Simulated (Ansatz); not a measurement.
# TiIn5: the cost of one run

Computed with Ansatz 0.2.0 (DFT PBE, scalar-relativistic, plane waves, PAW, unless a step's input says otherwise).

**1. The starting structure**

The structure is hexagonal, space group P6/mmm (No. 191). Conventional cell: a = 5.953 Å, b = 5.953 Å, c = 4.735 Å, α = 90.00°, β = 90.00°, γ = 120.00°. Around Ti (site symmetry 6/mmm) lie 18 In at 3.44 to 3.80 Å. In (site symmetry mmm) has 8 In at 2.93 to 2.98 Å as nearest neighbours. Around In (site symmetry -6m2) lie 6 In at 2.93 Å.

Coordinates:

```xyz
6
Lattice="5.9526 0.0000 0.0000 -2.9763 5.1551 0.0000 0.0000 0.0000 4.7350" Properties=species:S:1:pos:R:3 pbc="T T T"
Ti    0.0000    0.0000    0.0000
In   -1.4882    2.5776    2.3675
In    0.0000    3.4367    0.0000
In    2.9763    1.7184    0.0000
In    2.9763    0.0000    2.3675
In    1.4882    2.5776    2.3675
```

The cell is invented: species swapped into a database cell of YZn5 (P6/mmm, No. 191), with Ti on the Y sites and In on the Zn sites. The dimensions are guesses.

**2. A first look at the guess**

input.yaml

```yaml
crystal:
  lattice:
    - [5.95260383, 0.0, 0.0]
    - [-2.97630191, 5.15510613, 0.0]
    - [0.0, 0.0, 4.73495692]
  atoms:
    - { symbol: Ti, position: [0.0, 0.0, 0.0] }
    - { symbol: In, position: [0.0, 0.5, 0.5] }
    - { symbol: In, position: [0.33333333, 0.66666667, 0.0] }
    - { symbol: In, position: [0.66666667, 0.33333333, 0.0] }
    - { symbol: In, position: [0.5, 0.0, 0.5] }
    - { symbol: In, position: [0.5, 0.5, 0.5] }
basis:
  ecutwfc: 420
kpoints:
  mp_grid: { grid: [3, 3, 4] }
hamiltonian:
  xc: pbe
scf:
  occupations: { method: gaussian, width: 0.1 }
  lower_state_search: "off"
output:
  forces: true
  stress: true
  eigenvalues: true
```

Started as:

```
ansatz run input.yaml --threads 1 --pin off --max-ram 2560MiB --backend cpu --events-out ev --progress --plain --runs-dir out
```

What time and memory should one allow on 1 thread of Intel Xeon 6975P-C (Granite Rapids), shared host?

About 2.1 s, with a peak of 0.46 GiB.
